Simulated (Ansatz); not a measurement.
**GeH₅O₂SSi radical: one species, many methods**

One table from this session's results is given with a row withheld; the runs are named, their logs left out.

Method: functionals in def2-TZVPP, the program's frozen cores in correlated methods; program: Ansatz 0.2.0, Gaussian basis.

Levels to be run: PBE-D4, r2SCAN-D4, PBE0-D4, B3LYP-D4, ωB97X-V, ωB97M-V, B2PLYP; CCSD(T)/def2-TZVPP; MP2/def2-QZVPP; extrapolation to the limit.

### The geometry

The geometry comes from an earlier relaxation with PBE0-D4 in a triple-zeta def2 set; it is a stationary point, not always the lowest conformer.

SMILES `O[SiH][S][GeH2][OH]`, 10 atoms, charge 0, spin multiplicity 2.

Atoms are counted from 1 here; the program's logs count them from 0.

Bond lengths: O1–Si2 1.655 Å, O1–H6 0.960 Å, Si2–S3 2.118 Å, Si2–H7 1.497 Å, S3–Ge4 2.234 Å, Ge4–O5 1.774 Å, Ge4–H8 1.529 Å, Ge4–H9 1.539 Å, O5–H10 0.960 Å. Angles: Si2–O1–H6 116.8°, O1–Si2–S3 108.1°, O1–Si2–H7 111.6°, S3–Si2–H7 105.7°, Si2–S3–Ge4 97.6°, S3–Ge4–O5 107.8°, S3–Ge4–H8 110.7°, S3–Ge4–H9 108.3°, O5–Ge4–H8 104.4°, O5–Ge4–H9 111.2°, H8–Ge4–H9 114.3°, Ge4–O5–H10 112.5°.

Geometry (Å):

| atom | x (Å) | y (Å) | z (Å) |
| --- | --- | --- | --- |
| O1 | -1.78674 | -0.90017 | -1.16309 |
| Si2 | -0.98231 | 0.50691 | -1.49638 |
| S3 | -0.44124 | 1.40834 | 0.34195 |
| Ge4 | 0.79692 | -0.27052 | 1.14208 |
| O5 | 2.29876 | 0.42260 | 1.78323 |
| H6 | -1.97904 | -1.47555 | -1.90683 |
| H7 | -1.86687 | 1.49628 | -2.18878 |
| H8 | 0.12393 | -0.90826 | 2.35750 |
| H9 | 1.08235 | -1.25065 | -0.00945 |
| H10 | 2.75422 | 0.97101 | 1.13980 |

The first run:

The input, in.yaml:

```yaml
crystal:
  periodic: [false, false, false]
  atoms:
    - {symbol: O, position_ang: [-1.786739, -0.900167, -1.163087]}
    - {symbol: Si, position_ang: [-0.982306, 0.506907, -1.496381]}
    - {symbol: S, position_ang: [-0.441239, 1.408336, 0.341949]}
    - {symbol: Ge, position_ang: [0.796922, -0.270517, 1.142080]}
    - {symbol: O, position_ang: [2.298762, 0.422599, 1.783226]}
    - {symbol: H, position_ang: [-1.979035, -1.475546, -1.906832]}
    - {symbol: H, position_ang: [-1.866869, 1.496277, -2.188783]}
    - {symbol: H, position_ang: [0.123927, -0.908258, 2.357502]}
    - {symbol: H, position_ang: [1.082354, -1.250649, -0.009454]}
    - {symbol: H, position_ang: [2.754223, 0.971008, 1.139800]}
basis:
  gaussian: {orbitals: def2-TZVPP}
magnetization: {spin_polarized: true, initial_magnetization: 1}
hamiltonian: {xc: pbe, dispersion: d4}
output: {forces: true, orbitals: {seedname: orbitals}}
```

Started as:

```bash
$ ansatz run in.yaml --threads 2 --pin off --events-out ev --progress --plain --max-ram 22528MiB --backend cpu
```

Among the steps run: PBE-D4 (GGA); r2SCAN-D4 (meta-GGA); PBE0-D4 (hybrid); B3LYP-D4 (hybrid); ωB97X-V (range-separated); ωB97M-V (range-separated); B2PLYP (double hybrid); CCSD(T) in def2-TZVPP; MP2 in def2-QZVPP.

One of the session's tables, all rows but one given; the rest of the session is left out.

| method | atomisation energy (kcal/mol) |
| --- | --- |
| PBE-D4 | 780.3 |
| r2SCAN-D4 | 777.1 |
| PBE0-D4 | 763.2 |
| B3LYP-D4 | 764.6 |
| ωB97X-V | 775.6 |
| ωB97M-V | 770.0 |
| B2PLYP | 757.5 |
| HF/def2-TZVPP | 531.2 |
| MP2/def2-TZVPP | ? |
| CCSD/def2-TZVPP | 736.5 |
| CCSD(T)/def2-TZVPP | 750.7 |
| MP2/CBS | 791.4 |
| CCSD(T)/CBS | 775.1 |

Q: Estimate the row for MP2/def2-TZVPP from the others.

The run gave: atomisation energy (kcal/mol): 766.9. In the column «atomisation energy (kcal/mol)» it lies between B3LYP-D4 (764.6) and ωB97M-V (770.0).
